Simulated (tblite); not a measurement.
# C5H13BO3: the cost of one run

Programs: tblite 0.8.0 and PySCF 2.14.0, with density-fitted response routines of our own. Each step states its level of theory. These are calculated values for one molecule in the gas phase, unless marked as measured. Atoms count from 0, in the outputs and in this text.

## Step 1: The molecule as given

22 atoms, charge 0, multiplicity 1; geometry from: force field or distance geometry start.

Bonds of the start (Å): C0–O1 1.39, O1–B2 1.47, B2–O3 1.46, O3–C4 1.42, B2–O5 1.49, O5–C6 1.41, C6–C7 1.53, C6–C8 1.52, C0–H9 1.11, C0–H10 1.12, C0–H11 1.10, C4–H12 1.12, C4–H13 1.11, C4–H14 1.12, C6–H15 1.10, C7–H16 1.11, C7–H17 1.12, C7–H18 1.12, C8–H19 1.11, C8–H20 1.12, C8–H21 1.12.

## Step 2: Optimising the geometry with GFN2-xTB

The job: settings as JSON, then the geometry in Å.

```
{"job": {"kind": "relax", "xc": "GFN2-xTB", "basis": "xTB"}, "charge": 0, "multiplicity": 1}
C      1.645200     1.889100    -1.148900
O      1.922500     1.222900     0.043100
B      1.087900     0.012900     0.151300
O      1.575900    -1.265600    -0.370200
C      2.292600    -1.915800     0.673200
O     -0.210500     0.073100     0.873300
C     -1.297300     0.174300    -0.024700
C     -1.903900    -1.212500    -0.229900
C     -2.332300     1.109800     0.587900
H      1.768600     1.236500    -2.036600
H      0.610200     2.327300    -1.129000
H      2.343600     2.733900    -1.252700
H      1.637000    -2.139700     1.551600
H      2.672300    -2.884500     0.275400
H      3.180500    -1.311600     0.980800
H     -1.038700     0.594700    -1.010800
H     -1.164800    -1.886800    -0.706400
H     -2.796800    -1.156800    -0.902100
H     -2.220000    -1.656200     0.743100
H     -2.672600     0.735300     1.580500
H     -1.894000     2.126700     0.731900
H     -3.215900     1.212500    -0.086400
```

Run with:

```
OMP_NUM_THREADS=1 python probes_run.py task.json out
```

This one command runs all jobs of the session in turn.

Q: Estimate the wall time of this first job on 1 thread of Arm Neoverse V1, shared host.

About 1.5 s.
